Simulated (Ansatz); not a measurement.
# CH₆BGaOSeSi: vertical ionisation energy

The task here is to estimate one member of a computed series from the others.

The runs use Ansatz 0.2.0, Gaussian basis; unrestricted cation, the program's frozen cores in correlated methods.

The runs, in order: UKS PBE-D4/def2-TZVPP; UKS r2SCAN-D4/def2-TZVPP; UKS PBE0-D4/def2-TZVPP; UKS B3LYP-D4/def2-TZVPP; UKS wB97X-V/def2-TZVPP; UKS wB97M-V/def2-TZVPP; UKS B2PLYP/def2-TZVPP; UHF-CCSD(T)/def2-TZVPP; UHF-MP2/def2-QZVPP; extrapolation to the limit; then −ε(HOMO) from the neutral's earlier runs with LDA (SPW92), PBE-D4, revPBE-D4, BLYP-D4, r2SCAN-D4, B97M-V, PBE0-D4, B3LYP-D4, r2SCANh-D4, r2SCAN0-D4, HSE06-D4, BHLYP-D4, CAM-B3LYP-D4, LC-ωPBE, ωB97X-V, ωB97M-V.

**Structure used throughout**

All runs share one geometry, relaxed beforehand with PBE0-D4 in a triple-zeta def2 set.

12 atoms, charge 0, spin multiplicity 1.

Atoms are counted from 1 here; the program's logs count them from 0.

Bond lengths: B1–Si2 2.016 Å, B1–Ga6 2.135 Å, B1–H7 1.288 Å, B1–H8 1.194 Å, B1–H12 1.287 Å, Si2–C3 1.913 Å, Si2–H9 1.485 Å, Si2–H10 1.485 Å, C3–Se4 1.773 Å, C3–O5 1.329 Å, O5–Ga6 1.823 Å, Ga6–H7 1.801 Å, Ga6–H11 1.537 Å, Ga6–H12 1.802 Å. Angles: Si2–B1–Ga6 98.4°, Si2–B1–H7 108.6°, Si2–B1–H8 126.2°, Si2–B1–H12 108.6°, Ga6–B1–H7 57.3°, Ga6–B1–H8 135.4°, Ga6–B1–H12 57.3°, H7–B1–H8 102.4°, H7–B1–H12 107.4°, H8–B1–H12 102.4°, B1–Si2–C3 102.5°, B1–Si2–H9 113.3°, B1–Si2–H10 113.3°, C3–Si2–H9 109.0°, C3–Si2–H10 109.0°, H9–Si2–H10 109.4°, Si2–C3–Se4 121.6°, Si2–C3–O5 117.1° and more.

Set-up of the first run:

in.yaml reads:

```yaml
crystal:
  periodic: [false, false, false]
  atoms:
    - {symbol: B, position_ang: [0.258023, -1.226227, 0.537088]}
    - {symbol: Si, position_ang: [1.294685, 0.473158, 0.217843]}
    - {symbol: C, position_ang: [-0.009370, 1.607270, -0.603326]}
    - {symbol: Se, position_ang: [0.383261, 3.263190, -1.102098]}
    - {symbol: O, position_ang: [-1.225051, 1.100611, -0.784737]}
    - {symbol: Ga, position_ang: [-1.618898, -0.602950, -0.268423]}
    - {symbol: H, position_ang: [-0.190341, -1.651484, -0.592587]}
    - {symbol: H, position_ang: [0.678729, -2.224757, 1.038117]}
    - {symbol: H, position_ang: [1.772666, 1.114274, 1.469186]}
    - {symbol: H, position_ang: [2.437662, 0.298203, -0.714034]}
    - {symbol: H, position_ang: [-3.021268, -1.197939, -0.473389]}
    - {symbol: H, position_ang: [-0.760098, -0.953349, 1.276358]}
basis:
  gaussian: {orbitals: def2-TZVPP}
total_charge: 1
magnetization: {spin_polarized: true, initial_magnetization: 1}
hamiltonian: {xc: pbe, dispersion: d4}
```

Command:

```
> ansatz run in.yaml --threads 2 --pin off --events-out ev --progress --plain --max-ram 32768MiB --backend cuda --devices 0, --max-vram 18GiB
```

Steps of the session up to this table: Cation, UKS PBE-D4/def2-TZVPP; Cation, UKS r2SCAN-D4/def2-TZVPP; Cation, UKS PBE0-D4/def2-TZVPP; Cation, UKS B3LYP-D4/def2-TZVPP; Cation, UKS wB97X-V/def2-TZVPP; Cation, UKS wB97M-V/def2-TZVPP; Cation, UKS B2PLYP (frozen core)/def2-TZVPP; Cation, UHF-CCSD(T)/def2-TZVPP; Cation, UHF-MP2/def2-QZVPP.

One table of the session follows, with a row left open; its other results are not shown here.

For comparison, −ε(HOMO) of the neutral from earlier runs:

```
  functional  −ε(HOMO) (eV)
 LDA (SPW92)           4.96
      PBE-D4           4.79
   revPBE-D4           4.73
     BLYP-D4           4.62
   r2SCAN-D4           4.98
      B97M-V              ?
     PBE0-D4           5.83
    B3LYP-D4           5.61
  r2SCANh-D4           5.37
  r2SCAN0-D4           5.96
    HSE06-D4           5.44
    BHLYP-D4           6.73
CAM-B3LYP-D4           7.06
     LC-ωPBE           8.37
     ωB97X-V           8.04
     ωB97M-V           7.92
```

Estimate the missing values for B97M-V.

The run gave: −ε(HOMO) (eV): 5.08. In the column «−ε(HOMO) (eV)» it lies between r2SCAN-D4 (4.98) and r2SCANh-D4 (5.37).

To keep in mind: The cation may have settled in a state other than its lowest; no search over hole states beyond the program's own was made.
